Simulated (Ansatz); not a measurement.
# TiPt3: stress in a strained cell

TiPt3 is deformed so: equal xx and yy strain of +2 %. What stress and forces result, by LAPW, PAW and all-electron datasets made for the crystal?

Computed with Ansatz 0.2.0 (DFT PBEsol, scalar-relativistic, unless a step's input says otherwise).

### 1 Starting point

The structure is cubic, space group Pm-3m (No. 221). Conventional cell: a = 3.897 Å, b = 3.897 Å, c = 3.897 Å, α = 90.00°, β = 90.00°, γ = 90.00°. Ti (site symmetry m-3m) has 12 Pt at 2.76 Å as nearest neighbours. Around Pt (site symmetry 4/mmm) lie 4 Ti at 2.76 Å and 8 Pt at 2.76 Å.

Coordinates:

```cif
data_structure
_symmetry_space_group_name_H-M 'Pm-3m'
_symmetry_Int_Tables_number 221
_cell_length_a 3.8970
_cell_length_b 3.8970
_cell_length_c 3.8970
_cell_angle_alpha 90.000
_cell_angle_beta 90.000
_cell_angle_gamma 90.000
_cell_volume 59.18
loop_
_atom_site_label
_atom_site_type_symbol
_atom_site_symmetry_multiplicity
_atom_site_Wyckoff_symbol
_atom_site_fract_x
_atom_site_fract_y
_atom_site_fract_z
_atom_site_occupancy
Ti1 Ti 1 a 0.00000 0.00000 0.00000 1
Pt1 Pt 3 c 0.00000 0.50000 0.50000 1
```

The file gives the conventional cell by its symmetry; the runs use the cell typed in the input.

Atoms are numbered in the order of the input: Ti1, Pt2, Pt3, Pt4.

### 2 The deformed structure

Space group Pm-3m before, P4/mmm after.

### 3 All-electron LAPW

File input.yaml:

```yaml
crystal:
  lattice:
    - [3.97494, 0.0, 0.0]
    - [0.0, 3.97494, 0.0]
    - [0.0, 0.0, 3.897]
  atoms:
    - { symbol: Ti, position: [0.0, 0.0, 0.0] }
    - { symbol: Pt, position: [0.0, 0.5, 0.5] }
    - { symbol: Pt, position: [0.5, 0.0, 0.5] }
    - { symbol: Pt, position: [0.5, 0.5, 0.0] }
kpoints:
  mp_grid: { grid: [9, 9, 9] }
  band_path:
    path:
      - [0.0, 0.0, 0.0]
      - [0.0, 0.5, 0.0]
      - [0.5, 0.5, 0.0]
      - [0.0, 0.0, 0.0]
      - [0.0, 0.0, 0.5]
      - [0.0, 0.5, 0.5]
      - [0.5, 0.5, 0.5]
      - [0.0, 0.0, 0.5]
      - [0.0, 0.5, 0.0]
    npoints: 5
scf:
  occupations: { method: fermi_dirac, width: 0.05 }
hamiltonian:
  xc: pbesol
  pseudopotentials: { kind: all_electron, lapw: { basis_error: 0.0005 } }
output:
  forces: true
  stress: true
  eigenvalues: true
```

Launch:

```
$ ansatz run input.yaml --threads 1 --pin off --max-ram 4096MiB --backend cpu --events-out ev --progress --plain --runs-dir out
```

### 4 PAW with frozen cores

File input.yaml:

```yaml
crystal:
  lattice:
    - [3.97494, 0.0, 0.0]
    - [0.0, 3.97494, 0.0]
    - [0.0, 0.0, 3.897]
  atoms:
    - { symbol: Ti, position: [0.0, 0.0, 0.0] }
    - { symbol: Pt, position: [0.0, 0.5, 0.5] }
    - { symbol: Pt, position: [0.5, 0.0, 0.5] }
    - { symbol: Pt, position: [0.5, 0.5, 0.0] }
kpoints:
  mp_grid: { grid: [9, 9, 9] }
scf:
  occupations: { method: fermi_dirac, width: 0.05 }
hamiltonian:
  xc: pbesol
  pseudopotentials: { kind: paw }
output:
  forces: true
  stress: true
  eigenvalues: true
  efg: { contact_densities: true }
  write_density: true
  write_potential: true
  elf: true
  volumetric_format: npy
```

### 5 All-electron PAW on datasets made for the crystal

Changes to input.yaml since step 4:

```diff
@@ -16,3 +16,3 @@
   xc: pbesol
-  pseudopotentials: { kind: paw }
+  pseudopotentials: { kind: all_electron, datasets: crystal }
 output:
@@ -22,5 +22 @@
   efg: { contact_densities: true }
-  write_density: true
-  write_potential: true
-  elf: true
-  volumetric_format: npy
```

(Steps that only read results are left out.)

What does the calculation give? Wanted: pressure; largest shear or deviatoric stress.

The runs gave:

| quantity | value |
| --- | --- |
| pressure | LAPW -9.08, PAW -9.07, crystal datasets -9.08 GPa |
| largest shear or deviatoric stress (LAPW) | 2.04 GPa |

What this shows: The largest part of the stress beyond the pressure is 2.04 GPa in size, in the zz component; the atoms are carried along and not relaxed. No run of the undeformed cell stands beside it, so the pressure holds what the given cell had before the change. PAW: stress within 0.01 GPa of LAPW. Crystal datasets: stress within 0.01 GPa of LAPW. Spin-orbit coupling is left out, though the cell holds Pt; in elements this heavy it can shift bands and gaps by tenths of an eV.
